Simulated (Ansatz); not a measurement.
# Ga4Sb3N: the cost of one run

Program: Ansatz 0.2.0. PAW datasets, plane waves, zero pressure. The calculation is spin-unpolarised, and the structure need not be a phase that has been made.

## (1) The cell

This is the cell as the run starts from it, not yet at rest; its lengths are not the crystal's.

It is tetragonal, I-42m (No. 121); conventional cell a = 5.534 Å, c = 11.067 Å, 21.18 Å³ an atom. Around N lie 4 Ga at 2.40 Å; around Ga lie 1 N at 2.40 Å and 3 Sb at 2.40 Å; around Sb lie 4 Ga at 2.40 Å.

The structure in full:

```
CELL_PARAMETERS angstrom
-2.76681 2.76681 5.53361
2.76681 -2.76681 5.53361
2.76681 2.76681 -5.53361
ATOMIC_POSITIONS crystal
N 0.00000 0.00000 0.00000
Ga 0.62500 0.62500 0.50000
Sb 0.25000 0.75000 0.50000
Ga 0.87500 0.37500 0.00000
Sb 0.50000 0.50000 0.00000
Ga 0.12500 0.12500 0.50000
Sb 0.75000 0.25000 0.50000
Ga 0.37500 0.87500 0.00000
```

## (2) Relaxing with PBE

Input file input.yaml:

```yaml
crystal:
  lattice:
    - [-2.7668068275, 2.7668068275, 5.533613655]
    - [2.7668068275, -2.7668068275, 5.533613655]
    - [2.7668068275, 2.7668068275, -5.533613655]
  atoms:
    - { symbol: "N", position: [0.0, 0.0, 0.0] }
    - { symbol: Ga, position: [0.625, 0.625, 0.5] }
    - { symbol: Sb, position: [0.25, 0.75, 0.5] }
    - { symbol: Ga, position: [0.875, 0.375, 0.0] }
    - { symbol: Sb, position: [0.5, 0.5, 0.0] }
    - { symbol: Ga, position: [0.125, 0.125, 0.5] }
    - { symbol: Sb, position: [0.75, 0.25, 0.5] }
    - { symbol: Ga, position: [0.375, 0.875, 0.0] }
kpoints:
  mp_grid: { grid: [6, 6, 6] }
hamiltonian:
  xc: pbe
scf:
  occupations: { method: fermi_dirac, width: 0.02 }
relax:
  f_tol: 0.005
  cell: {}
output:
  write_density: true
  write_potential: true
  elf: true
  volumetric_format: npy
```

Run with:

```console
ansatz run input.yaml --threads 4 --pin off --max-ram 6451MiB --backend cpu --events-out ev --progress --plain --runs-dir out
```

What time and memory should one allow on 4 threads of Arm Neoverse V2, shared host?

About 80 s, with a peak of 0.75 GiB.
